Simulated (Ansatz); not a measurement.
Task: a test of the smearing width of Ta, space group P4/mbm, with Ansatz's Python interface. Give the script and its output. Use (first run): PBEsol, PAW, the default cutoff (420 eV here), 1×1×8 k-points, Fermi-Dirac smearing of 0.25 eV. The script varies width (eV): 0.25, 0.15, 0.1, 0.05, 0.025.

Contents of `POSCAR`:
```text
Ta
1.0
  22.70911076    0.00000000    0.00000000
   0.00000000   22.70911076    0.00000000
   0.00000000    0.00000000    2.37728010
Ta
4
Direct
   0.31862853    0.81862853    0.00000000
   0.68137147    0.18137147    0.00000000
   0.18137147    0.31862853    0.00000000
   0.81862853    0.68137147    0.00000000
```

The script, `smear.py`:
```python
import warnings

import ansatz as az
from ase.io import read
from tabulate import tabulate

warnings.simplefilter("ignore", az.DeckWarning)

atoms = read("POSCAR", format="vasp")
xtal = az.Crystal.from_ase(atoms)

setup = xtal.calculation().pseudopotentials("paw").kpoints(length=20).functional("pbesol").stress()

rows = []
for value in [0.25, 0.15, 0.1, 0.05, 0.025]:
    report = setup.occupations("fermi_dirac", width=value).run(threads=1).report
    rows.append((value, report["free_energy_ev"] / len(report["lattice"]["sites"]), report["n_iterations"], sum(report["stress_gpa"][i][i] for i in range(3)) / 3, report["n_kpoints"]))

print(tabulate(rows, headers=["width (eV)", "F/atom (eV)", "iterations", "P (GPa)", "k-points"], floatfmt=".4f", tablefmt="grid"))

for row in rows[:-1]:
    shift = 1000 * (row[1] - rows[-1][1])
    print(f"{row[0]}: {shift:+.2f} meV/atom" + ("  (within 2 meV)" if abs(shift) < 2 else ""))
```

Running `python smear.py` prints:
```text
+--------------+---------------+--------------+-----------+------------+
|   width (eV) |   F/atom (eV) |   iterations |   P (GPa) |   k-points |
+==============+===============+==============+===========+============+
|       0.2500 |    -9801.2390 |            8 |   -0.0069 |          5 |
+--------------+---------------+--------------+-----------+------------+
|       0.1500 |    -9801.0601 |            8 |   -0.0446 |          5 |
+--------------+---------------+--------------+-----------+------------+
|       0.1000 |    -9800.9839 |            8 |   -0.0501 |          5 |
+--------------+---------------+--------------+-----------+------------+
|       0.0500 |    -9800.9179 |            9 |   -0.0472 |          5 |
+--------------+---------------+--------------+-----------+------------+
|       0.0250 |    -9800.8913 |           10 |   -0.0357 |          5 |
+--------------+---------------+--------------+-----------+------------+
0.25: -347.77 meV/atom
0.15: -168.81 meV/atom
0.1: -92.69 meV/atom
0.05: -26.68 meV/atom
```

Going from 0.025 to 0.25 eV changes F by -347.8 meV an atom. The report's estimate for zero width moves by -107.8 meV, so the entropy term explains only part of the change. The pressure moves from -0.04 to -0.01 GPa.

Spin is left out of this run. The cell holds layers, chains or clusters in vacuum, no bulk phase; its stress is averaged over the vacuum too and scales with the cell's height. For a metal this k-point mesh is coarse: on a finer one energies can move by several to tens of meV an atom and pressures by half a GPa or more, differences at one mesh by less. The smearing is wide enough that free energy and stress hold a thermal part of the electrons. The narrowest width needs the finest mesh, so the last row is no converged reference. Pressure is positive in compression. Spin-orbit coupling, which matters for elements this heavy, is left out. This isn't the structure that Ta takes at ambient conditions. Processor time in the engine: 70 s on 1 thread of Intel(R) Xeon(R) Processor @ 2.30GHz, with other jobs on the host, peak memory 1.2 GiB.
